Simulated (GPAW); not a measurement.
NiMoIrPdW in GPAW: the effect of functional

Crystal: NiMoIrPdW.

```
Ni Mo Pd Ir W
1.0
     2.76616    0.00000    0.00000
    -1.38308    2.39557    0.00000
     0.00000    0.00000   11.02292
Ni Mo Pd Ir W
1 1 1 1 1
Cartesian
  0.0000 1.5971 6.5820
  0.0000 0.0000 4.5276
  1.3831 0.7985 8.7654
  1.3831 0.7985 2.2002
  0.0000 1.5971 10.9936
```

The cell was built by a generator and needn't be a form met in nature.

Alike in all runs:

```yaml
Program: GPAW 26.7.0
Task: band structure
Cutoff: 600 eV
Basis: pw
k_mesh: 8 × 8 × 2
Occupations: fermi-dirac, width 0.05 eV
Spin: collinear spin, ferromagnetic start
Starting_moments: "[1.0, 1.0, 0.0, 0.6, 0.0] μB"
```

Question: One run gave: pressure 0.2 GPa; moment 0.00 μB; largest force 0.05 eV/Å. Which functional did it use?
A. r2SCAN
B. AM05
C. PW91

Answer: C.

```tsv
functional	potentials or basis	pressure (GPa)	moment (μB)	largest force (eV/Å)
AM05	PAW data sets generated in the run's folder for this functional	-10.4	0.00	0.14
PW91	PAW data sets generated in the run's folder for this functional	0.2	0.00	0.05
r2SCAN	GPAW PAW data sets (gpaw-data 1.2.1)	-3.7	0.50	0.11
```

Caveats: the stock nickel data set gives pressures a few GPa off other programs; the PAW data sets were made with another functional, which shifts forces and pressure a little (some runs).

Runs at the PBE level aren't shown here.
